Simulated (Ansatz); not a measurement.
# WH₃+ (quintet): the correlation ladder, def2-SVP

The task here is to estimate one member of a computed series from the others.

Program: Ansatz 0.2.0, Gaussian basis. Level of theory: def2-SVP, core rule «outside noble gas», up to 4 orbitals frozen. These are calculated values, not measurements.

To be run: UHF; CCSD(T) on ROHF; CCSD(T) on UHF; CISD; CCSDT(Q) on ROHF; CCSDT(Q) on UHF; CASSCF and MRCISD+Q, 8 electrons in 9 orbitals; CASSCF and NEVPT2, 8 electrons in 9 orbitals.

29 further runs of the same task are left out: 3 for a known fault of the program, 12 that didn't finish, 14 set aside as unsound or not needed.

## What is computed

The geometry is a PBE0/def2-TZVP stationary point (not a proven minimum) of the parent state, kept for this charge and spin. No spin-orbit coupling is included. Elements past krypton take def2 core potentials.

4 atoms, charge 1, spin multiplicity 5.

Atoms are counted from 1 here; the program's logs count them from 0.

Bond lengths: W1–H2 1.710 Å, W1–H3 1.710 Å, W1–H4 1.710 Å. Angles: H2–W1–H3 112.3°, H2–W1–H4 112.3°, H3–W1–H4 112.3°.

The first run:

File in.yaml:

```yaml
crystal:
  periodic: [false, false, false]
  atoms:
    - {symbol: W, position_ang: [0.000018, 0.000018, -0.007849]}
    - {symbol: H, position_ang: [1.638941, 0.014192, 0.481052]}
    - {symbol: H, position_ang: [-0.834382, 1.411605, 0.478453]}
    - {symbol: H, position_ang: [-0.807904, -1.429056, 0.472050]}
basis:
  gaussian: {orbitals: def2-SVP}
total_charge: 1
magnetization: {spin_polarized: true, initial_magnetization: 4}
hamiltonian: {xc: hf}
output: {orbitals: {seedname: orbitals}}
```

Run with:

```sh
> ansatz run in.yaml --threads 1 --pin off --events-out ev --progress --plain --max-ram 2393MiB
```

Among the steps run: UHF; CCSD(T) on ROHF; CCSD(T) on UHF; CISD; CCSDT(Q) on ROHF; CCSDT(Q) on UHF; CASSCF and MRCISD+Q, 8 electrons in 9 orbitals; CASSCF and NEVPT2, 8 electrons in 9 orbitals.

One of the session's tables, all rows but one given; the rest of the session is left out.

It belongs to the step «Misses and costs». 

```
          method  from RCCSDT(Q) (meV)
            RMP2                +966.9
            UMP2                +945.2
            CISD                +408.4
           RCCSD                     ?
           UCCSD                 +79.5
        RCCSD(T)                 +34.6
        UCCSD(T)                 -42.5
          RCCSDT                  +7.1
          UCCSDT                 -69.7
       RCCSDT(Q)                     0
       UCCSDT(Q)                 -76.0
  CASSCF valence               +2410.9
  NEVPT2 valence                +626.7
  MRCISD valence                +156.4
MRCISD+Q valence                 +57.7
```

Q: Estimate the row for RCCSD from the others.

**Answer.** from RCCSDT(Q) (meV): +168.5. In the column «from RCCSDT(Q) (meV)» it lies between MRCISD valence (+156.4) and CISD (+408.4).

Left out of the table: ROHF, UHF (another determinant or state than the rows shown).

To keep in mind: The report flags that the cluster equations may have other roots. The program flags RCCSD(T), UCCSD(T), RCCSDT(Q), UCCSDT(Q) as in doubt, so the zero of the table is itself unsure. Warnings: spin contamination; coupled cluster took another determinant than the lowest. Restricted and unrestricted rows rest on different reference determinants; where their highest levels disagree by more than a few hundredths of an eV, they describe different states and don't form one ladder.
